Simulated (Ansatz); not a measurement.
# WHO (sextet): from Hartree-Fock to the top rungs at a displaced geometry (v1), def2-SVP

The task here is to estimate one member of a computed series from the others.

Computed with Ansatz 0.2.0, Gaussian basis. Level: def2-SVP, core rule «outside noble gas», up to 5 orbitals frozen.

Plan: UHF; CCSD(T) on ROHF; CCSD(T) on UHF; CISD; CCSDT(Q) on ROHF; CCSDT(Q) on UHF.

31 further runs of the same task are left out: 6 for a known fault of the program, 10 that didn't finish, 15 set aside as unsound or not needed.

### The system

The geometry is a PBE0/def2-TZVP stationary point (not a proven minimum) with its atoms shifted at random (size 0.040 Å). No spin-orbit coupling is included. Elements past krypton take def2 core potentials.

3 atoms, charge 0, spin multiplicity 6.

Atoms are counted from 1 here; the program's logs count them from 0.

Bond lengths: W1–O2 1.981 Å, W1–H3 1.731 Å. Angles: O2–W1–H3 119.8°.

Set-up of the first run:

Contents of in.yaml:

```yaml
crystal:
  periodic: [false, false, false]
  atoms:
    - {symbol: W, position_ang: [-0.000170, -0.015191, 0.152937]}
    - {symbol: O, position_ang: [-0.001003, 0.083792, -1.825875]}
    - {symbol: H, position_ang: [0.046961, 1.440648, 1.088402]}
basis:
  gaussian: {orbitals: def2-SVP}
magnetization: {spin_polarized: true, initial_magnetization: 5}
hamiltonian: {xc: hf}
output: {orbitals: {seedname: orbitals}}
```

Run with:

```bash
ansatz run in.yaml --threads 1 --pin off --events-out ev --progress --plain --max-ram 2393MiB
```

Steps of the session up to this table: UHF; CCSD(T) on ROHF; CCSD(T) on UHF; CISD; CCSDT(Q) on ROHF; CCSDT(Q) on UHF.

One table of the session follows, with a row left open; its other results are not shown here.

It belongs to the step «Misses and costs». 

| method | from RCCSDT(Q) (meV) |
| --- | --- |
| ROHF | +7484.7 |
| UHF | +7208.6 |
| RMP2 | +963.6 |
| UMP2 | +860.5 |
| RCCSD | +254.2 |
| UCCSD | +160.9 |
| RCCSD(T) | +53.0 |
| UCCSD(T) | -37.1 |
| RCCSDT | ? |
| UCCSDT | -78.0 |
| RCCSDT(Q) | 0 |
| UCCSDT(Q) | -97.1 |

Q: Estimate the row for RCCSDT from the others.

The run gave: from RCCSDT(Q) (meV): +12.1. In the column «from RCCSDT(Q) (meV)» it lies between RCCSDT(Q) (0) and RCCSD(T) (+53.0).

Not comparable, so not listed: CISD (they don't share determinant, frozen orbitals or solution with the rows shown, or repeat one).

Caveats from the session: Restricted and unrestricted rows rest on different reference determinants; where their highest levels disagree by more than a few hundredths of an eV, they describe different states and don't form one ladder.
